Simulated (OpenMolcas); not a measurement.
# AlClF2 (SMILES [F][Al]([F])[Cl]): BP86/ANO-RCC-VTZP (DKH2)

Aim: the vertical ionisation energy of AlClF2 at BP86/ANO-RCC-VTZP (DKH2), from 2 runs. 

Program for the calculation: OpenMolcas 26.06.

### 1 The system as given

The species is AlClF2 (4 atoms), meant as a singlet with charge 0. SMILES: `[F][Al]([F])[Cl]`. The coordinates come from a PBE0-D4/def2-TZVP relaxation.

Bond lengths: F1–Al2 1.631 Å, Al2–F3 1.631 Å, Al2–Cl4 2.061 Å. Angles: F1–Al2–F3 119.0°, F1–Al2–Cl4 120.5°, F3–Al2–Cl4 120.5°.

### 2 The energy at BP86/ANO-RCC-VTZP (DKH2)

input.xyz

```xyz
4

F      0.997200     0.721760     1.149640
Al     0.069280    -0.050750     0.053570
F      0.273490    -1.653820    -0.164660
Cl    -1.339980     0.982810    -1.038560
```

job.input

```
>>> EXPORT MOLCAS_PRINT=2

&GATEWAY
  Coord
  input.xyz
  Basis
  ANO-RCC-VTZP
  Group
  NoSym

&SEWARD

&SCF
  KSDFT
  2
  1.0 GGA_X_B88
  1.0 GGA_C_P86
  PrOrbitals
  1 1
```

On the command line:

```console
$ export MOLCAS_MEM=1860
$ pymolcas job.input > job.log
```

Standard output:

```text
--- Start Module: gateway ---

                                              &GATEWAY

                       available to each process: 1.9 GB of memory, 1 thread

++    Symmetry information:
      ---------------------

                    Character Table for C1

                             E
                    a        1  x, y, xy, Rz, z, xz, Ry, yz, Rx, I
--

++    Basis set information:
      ----------------------

      Basis set label: F.ANO-RCC...4S3P2D1F.

      Electronic valence basis set:
      ------------------
      Associated Effective Charge   9.000000 au
      Associated Actual Charge      9.000000 au
      Nuclear Model: Point charge

      Shell  nPrim  nBasis  Cartesian Spherical Contaminant
         s      14       4        X
         p       9       3        X
         d       4       2                 X
         f       3       1                 X

      Basis set label: AL.ANO-RCC...5S4P2D1F.

      Electronic valence basis set:
      ------------------
      Associated Effective Charge  13.000000 au
      Associated Actual Charge     13.000000 au
      Nuclear Model: Point charge

      Shell  nPrim  nBasis  Cartesian Spherical Contaminant
         s      17       5        X
         p      12       4        X
         d       5       2                 X
         f       3       1                 X

      Basis set label: F.ANO-RCC...4S3P2D1F.

      Electronic valence basis set:
      ------------------
      Associated Effective Charge   9.000000 au
      Associated Actual Charge      9.000000 au
      Nuclear Model: Point charge

      Shell  nPrim  nBasis  Cartesian Spherical Contaminant
         s      14       4        X
         p       9       3        X
         d       4       2                 X
         f       3       1                 X

      Basis set label: CL.ANO-RCC...5S4P2D1F.

      Electronic valence basis set:
      ------------------
      Associated Effective Charge  17.000000 au
      Associated Actual Charge     17.000000 au
      Nuclear Model: Point charge

      Shell  nPrim  nBasis  Cartesian Spherical Contaminant
         s      17       5        X
         p      12       4        X
         d       5       2                 X
         f       4       1                 X
--

++    Molecular structure info:
      -------------------------

                    ************************************************
                    **** Cartesian Coordinates / bohr, angstrom ****
                    ************************************************

     Center  Label                x              y              z                     x              y              z
        1      F1               1.884435       1.363929       2.172505              0.997200       0.721760       1.149640
        2      AL2              0.130920      -0.095904       0.101233              0.069280      -0.050750       0.053570
        3      F3               0.516821      -3.125267      -0.311162              0.273490      -1.653820      -0.164660
        4      CL4             -2.532195       1.857242      -1.962594             -1.339980       0.982810      -1.038560

                    ***************************************
                    *    InterNuclear Distances / bohr    *
                    ***************************************

               1 F1            2 AL2           3 F3            4 CL4
    1 F1       0.000000
    2 AL2      3.081573        0.000000
    3 F3       5.309599        3.081563        0.000000
    4 CL4      6.070339        3.894399        6.070348        0.000000

                    *******************************************
                    *    InterNuclear Distances / angstrom    *
                    *******************************************

               1 F1            2 AL2           3 F3            4 CL4
    1 F1       0.000000
    2 AL2      1.630698        0.000000
    3 F3       2.809719        1.630693        0.000000
    4 CL4      3.212285        2.060827        3.212290        0.000000
--

            Nuclear Potential Energy            198.34793512 au

--- Stop Module: gateway /rc=_RC_ALL_IS_WELL_ ---

--- Start Module: seward ---

                                              &SEWARD

                       available to each process: 1.9 GB of memory, 1 thread

               SEWARD will generate:
                  Multipole Moment integrals up to order  2
                  Kinetic Energy integrals
                  Nuclear Attraction integrals (point charge)
                  One-Electron Hamiltonian integrals
                  Velocity integrals
                  Relativistic Douglas-Kroll-Hess integrals:
                    - Parametrization         : EXP
                    - DKH order of Hamiltonian: 2
                    - DKH order of Properties : 0
                         - multipole moment operators
                         - electric potential operators
                         - contact operators
                  Orbital angular momentum around ( -0.3942   0.2891  -0.3055 )
                  Velocity quadrupole around ( -0.3942   0.2891  -0.3055 )
                  Atomic mean-field integrals
                  Two-Electron Repulsion integrals

                   Integrals are discarded if absolute value <: 1.00E-14
                   Integral cutoff threshold is set to       <: 1.00E-16

            Nuclear Potential Energy            198.34793512 au

      Basis set specifications :
      Symmetry species         a
      Basis functions          128

--- Stop Module: seward /rc=_RC_ALL_IS_WELL_ ---
--- Module seward spent 22 seconds ---

--- Start Module: scf ---

                                                &SCF

                       available to each process: 1.9 GB of memory, 1 thread

 ###############################################################################
 ###     Minimized-density-differences option turned off!                    ###
 ###############################################################################
++    Input section:
      --------------

      Header of the integral files:

      Cartesian coordinates in angstrom:
      -----------------------------------------------------
      No.  Label        X            Y            Z
      -----------------------------------------------------
       1   F1         0.99720000   0.72176000   1.14964000
       2   AL2        0.06928000  -0.05075000   0.05357000
       3   F3         0.27349000  -1.65382000  -0.16466000
       4   CL4       -1.33998000   0.98281000  -1.03856000
      -----------------------------------------------------
      Nuclear repulsion energy =  198.34793512
--

++    Orbital specifications:
      -----------------------

      Symmetry species               1
                                     a
      Frozen orbitals                0
      Occupied orbitals             24
      Secondary orbitals           104
      Deleted orbitals               0
      Total number of orbitals     128
      Number of basis functions    128
--

      Molecular charge                           0.000

      Numerical integration parameters
      --------------------------------
      Radial quadrature type:                         MHL
      Size of radial grid:                            75
      Lebedev angular grid:                           29
      Angular grid pruned with the crowding factor:  3.00E+00
                                 and fading factor:  6.00E+00
      Screening threshold for integral computation:   1.00E-11
      Radial quadrature accuracy:                     1.00E-25
      Maximum batch size:                             128
      AO values are stored on disk
      The same grid will be used for all iterations.

      DFT functional specifications
      -----------------------------
      Using Libxc version: 6.2.2
      Please cite the following reference:
      S. Lehtola, C. Steigemann, M. J.T. Oliveira, and M. A.L. Marques.,  SoftwareX 7, 1–5 (2018) doi:10.1016/j.softx.2017.11.002

      * Becke 88
        - A. D. Becke.,  Phys. Rev. A 38, 3098 (1988) doi:10.1103/PhysRevA.38.3098
      * Perdew 86
        - J. P. Perdew.,  Phys. Rev. B 33, 8822 (1986) doi:10.1103/PhysRevB.33.8822

++    Optimization specifications:
      ----------------------------

      SCF Algorithm: Conventional
      D(i)-D(i-1) density differences are used
      Number of density matrices in core                 5
      Maximum number of NDDO SCF iterations            400
      Maximum number of HF SCF iterations              400
      Threshold for SCF energy change             1.00E-09
      Threshold for density matrix                1.00E-04
      Threshold for Fock matrix                   1.50E-04
      Threshold for linear dependence             1.00E-09
      Threshold at which DIIS is turned on        1.50E-01
      Maximum depth in the DIIS procedure                5
      Maximum depth in the BFGS Hessian update          30
      Threshold at which QNR/C2DIIS is turned on  7.50E-02
      Threshold for Norm(delta) (QNR/C2DIIS)      1.00E-03
      All orbitals punched on: SCFORB
--

      Input vectors read from INPORB
      Orbital file label: *Guess orbitals

++ Convergence information
                                   [...]      iterations: Energy and convergence statistics

Iter     Tot. [...]      One-elec.       Two-elec.     Energy      Max Dij or  Max Fij      DNorm      TNorm      AccCon     Time
         Energy          Energy          Energy        Change      Delta Norm                                                in Sec.
   1  -904.424685059 -1717.952767494   615.180147311   0.00E+00    5.56E-01*   1.71E-01*    9.73E+00   2.24E+02   None         1.
   2  -903.538664649 -1712.190473252   610.303873480   8.86E-01*   1.24E-01*   7.81E-02*    4.42E+00   2.24E+02   EDIIS        1.
   3  -904.743647644 -1718.944398768   615.852816001  -1.20E+00*   1.67E-01*   2.62E-02*    2.00E+00   2.25E+02   c2DIIS       1.
   4  -904.734993103 -1716.720322518   613.637394292   8.65E-03*   1.99E-02*   1.77E-02*    8.76E-01   2.24E+02   c2DIIS       1.
   5  -904.770394661 -1717.928873885   614.810544101  -3.54E-02*   4.03E-02*   5.81E-03*    1.24E-01   2.25E+02   QNRc2DIIS    1.
   6  -904.769526295 -1718.610715231   615.493253813   8.68E-04*   2.43E-02*   8.84E-03*    1.61E-01   2.25E+02   QNRc2DIIS    1.
   7  -904.771050947 -1718.210646700   615.091660630  -1.52E-03*   2.05E-03*   1.04E-03*    9.90E-02   2.25E+02   QNRc2DIIS    1.
   8  -904.771062602 -1718.219933872   615.100936147  -1.17E-05*   6.79E-04    2.67E-04*    8.19E-03   2.25E+02   QNRc2DIIS    1.
   9  -904.771063837 -1718.207250295   615.088251335  -1.23E-06*   1.30E-04    4.67E-05     2.85E-03   2.25E+02   QNRc2DIIS    1.
  10  -904.771063870 -1718.210865872   615.091866879  -3.32E-08*   4.27E-05    1.19E-05     6.66E-04   2.25E+02   QNRc2DIIS    1.
  11  -904.771063873 -1718.209830623   615.090831626  -2.97E-09*   9.94E-06    2.90E-06     1.70E-04   2.25E+02   QNRc2DIIS    1.
  12  -904.771063873 -1718.209871344   615.090872347  -2.66E-10    1.14E-06    8.97E-07     4.76E-05   2.25E+02   QNRc2DIIS    1.

       Convergence after  12 Iterations
--

 *****************************************************************************************************************************
 *                                             SCF/KS-DFT Program, Final results                                             *
 *                                                       Final Results                                                       *
 *****************************************************************************************************************************

::    Total KS-DFT energy                            -904.7710638733
      One-electron energy                           -1718.2098713437
      Two-electron energy                             615.0908723470
      Nuclear repulsion energy                        198.3479351234
      Kinetic energy (interpolated)                   914.2833697699
      Virial theorem                                    0.9895958887
      Total spin, S(S+1)                                0.0000000000
      Total spin, S                                     0.0000000000
      Max non-diagonal density matrix element           0.0000006977
      Max non-diagonal Fock matrix element              0.0000001662

      All orbitals with orbital energies smaller than  E(LUMO)+0.5 are printed

++    Molecular orbitals:
      -------------------

      Title: RKS-DFT orbitals

      Molecular orbitals for symmetry species 1: a

          Orbital            1         2         3         4         5         6         7         8         9        10
          Energy         -101.1173  -55.5909  -24.3051  -24.3051   -9.2694   -7.0297   -7.0257   -7.0248   -4.0190   -2.6071
          Occ. No.          2.0000    2.0000    2.0000    2.0000    2.0000    2.0000    2.0000    2.0000    2.0000    2.0000

          Orbital           11        12        13        14        15        16        17        18        19        20
          Energy           -2.6011   -2.6007   -1.0868   -1.0785   -0.7765   -0.4541   -0.4153   -0.3999   -0.3929   -0.3782
          Occ. No.          2.0000    2.0000    2.0000    2.0000    2.0000    2.0000    2.0000    2.0000    2.0000    2.0000

          Orbital           21        22        23        24        25        26        27        28        29        30
          Energy           -0.3713   -0.3691   -0.3251   -0.3170   -0.0881   -0.0502    0.0338    0.0410    0.1041    0.1248
          Occ. No.          2.0000    2.0000    2.0000    2.0000    0.0000    0.0000    0.0000    0.0000    0.0000    0.0000

          Orbital           31        32        33        34        35        36        37        38        39        40
          Energy            0.1276    0.1291    0.1698    0.1736    0.1752    0.1774    0.2292    0.2421    0.2821    0.3014
          Occ. No.          0.0000    0.0000    0.0000    0.0000    0.0000    0.0000    0.0000    0.0000    0.0000    0.0000

          Orbital           41        42        43        44        45
          Energy            0.3300    0.3449    0.3818    0.3967    0.3969
          Occ. No.          0.0000    0.0000    0.0000    0.0000    0.0000

--

++    Molecular charges:
      ------------------

      Mulliken charges per centre and basis function type
      ---------------------------------------------------

                F1      AL2     F3      CL4
      1s       2.0008  2.0003  2.0008  2.0000
      2s       1.9123  2.0017  1.9123  2.0024
      2px      1.8001  2.0053  1.8477  1.9999
      2pz      1.7793  2.0046  1.8463  1.9999
      2py      1.8254  2.0078  1.7108  1.9999
      3s      -0.0120  0.6176 -0.0120  1.8865
      3px     -0.0006  0.2351  0.0032  1.6541
      3pz     -0.0019  0.2187  0.0035  1.7311
      3py      0.0029  0.2166 -0.0063  1.7599
      4s      -0.0003  0.0375 -0.0003 -0.0101
      3d2+     0.0014  0.1419  0.0023  0.0040
      3d1+     0.0018  0.0766  0.0001  0.0045
      3d0      0.0019  0.1167  0.0009  0.0034
      3d1-     0.0016  0.1541  0.0024  0.0032
      3d2-     0.0013  0.1585  0.0024  0.0044
      4px      0.0001  0.0276  0.0005 -0.0010
      4pz      0.0001  0.0289  0.0006 -0.0001
      4py      0.0004  0.0636 -0.0005  0.0000
      5s       0.0000  0.0001  0.0000  0.0013
      4d2+     0.0006  0.0008  0.0004  0.0009
      4d1+     0.0004  0.0004  0.0000 -0.0001
      4d0      0.0007  0.0010  0.0002  0.0008
      4d1-     0.0005  0.0010  0.0010 -0.0001
      4d2-     0.0004  0.0011  0.0010 -0.0001
      5px      0.0000  0.0106  0.0000 -0.0004
      5pz      0.0000  0.0101  0.0000 -0.0002
      5py      0.0000  0.0175  0.0000 -0.0006
      4f3+     0.0001  0.0385  0.0001  0.0003
      4f2+     0.0001  0.0370  0.0001  0.0003
      4f1+     0.0001  0.0181  0.0000  0.0003
      4f0      0.0001  0.0189  0.0001  0.0001
      4f1-     0.0001  0.0205  0.0001  0.0002
      4f2-     0.0001  0.0116  0.0000  0.0003
      4f3-     0.0001  0.0189  0.0001  0.0002
      Total    9.3177 12.3190  9.3177 17.0456

      N-E     -0.3177  0.6810 -0.3177 -0.0456

      Total electronic charge=   48.000000

      Total            charge=   -0.000000
--

++    Static properties:
      ------------------

      LoProp Charges per center

                   F1       AL2      F3       CL4
      Nuclear      9.0000  13.0000   9.0000  17.0000
      Electronic  -9.5155 -11.6779  -9.5155 -17.2911

      Total       -0.5155   1.3221  -0.5155  -0.2911
--

++    Natural Bond Order analysis
      ---------------------------
      Based on LoProp computed density
      -------------------------------------------------------------------------------------
      Atom A       Atom B       Bond Order
      -------------------------------------------------------------------------------------
      NBO located      0.998 non-bonded electrons on atom F1
      NBO located      1.011 non-bonded electrons on atom F1
      NBO located      1.016 non-bonded electrons on atom F1
      NBO located      1.000 non-bonded electrons on atom AL2
      NBO located      0.987 non-bonded electrons on atom AL2
      NBO located      0.992 non-bonded electrons on atom AL2
      NBO located      0.992 non-bonded electrons on atom AL2
      NBO located      0.993 non-bonded electrons on atom AL2
      NBO located      0.974 non-bonded electrons on atom F3
      NBO located      0.998 non-bonded electrons on atom F3
      NBO located      0.995 non-bonded electrons on atom F3
      NBO located      0.993 non-bonded electrons on atom CL4
      NBO located      1.000 non-bonded electrons on atom CL4
      NBO located      1.000 non-bonded electrons on atom CL4
      NBO located      1.000 non-bonded electrons on atom CL4
      NBO located      1.000 non-bonded electrons on atom CL4
      The remaining    9.136 electrons are to be considered as diffuse
--

++    Molecular properties:
      ---------------------

      Charge (e):
                      =   -0.0000
      Dipole Moment (debye):
      Origin of the operator (angstrom)=   -0.2086    0.1530   -0.1617
                   X= -3.4197E-01               Y=  2.5134E-01               Z= -2.6607E-01           Total=  5.0091E-01
      Quadrupole Moment (debye*angstrom):
      Origin of the operator (angstrom)=   -0.2086    0.1530   -0.1617
                  XX= -3.4055E+01              XY=  5.3109E-01              XZ= -3.5962E+00              YY= -3.8146E+01
                  YZ= -1.5501E+00              ZZ= -3.4060E+01
      In traceless form (debye*angstrom)
                  XX=  2.0486E+00              XY=  7.9663E-01              XZ= -5.3943E+00              YY= -4.0889E+00
                  YZ= -2.3251E+00              ZZ=  2.0402E+00
--

--- Stop Module: scf /rc=_RC_ALL_IS_WELL_ ---
--- Module scf spent 18 seconds ---

.##################.
.# Happy landing! #.
.##################.

    Timing: Wall=41.07 User=35.42 System=5.63
```

Wall time 41 s (1 thread of Arm Neoverse V1, shared host); peak memory 0.9 GiB.

(Part 1 of 2 ends here.)
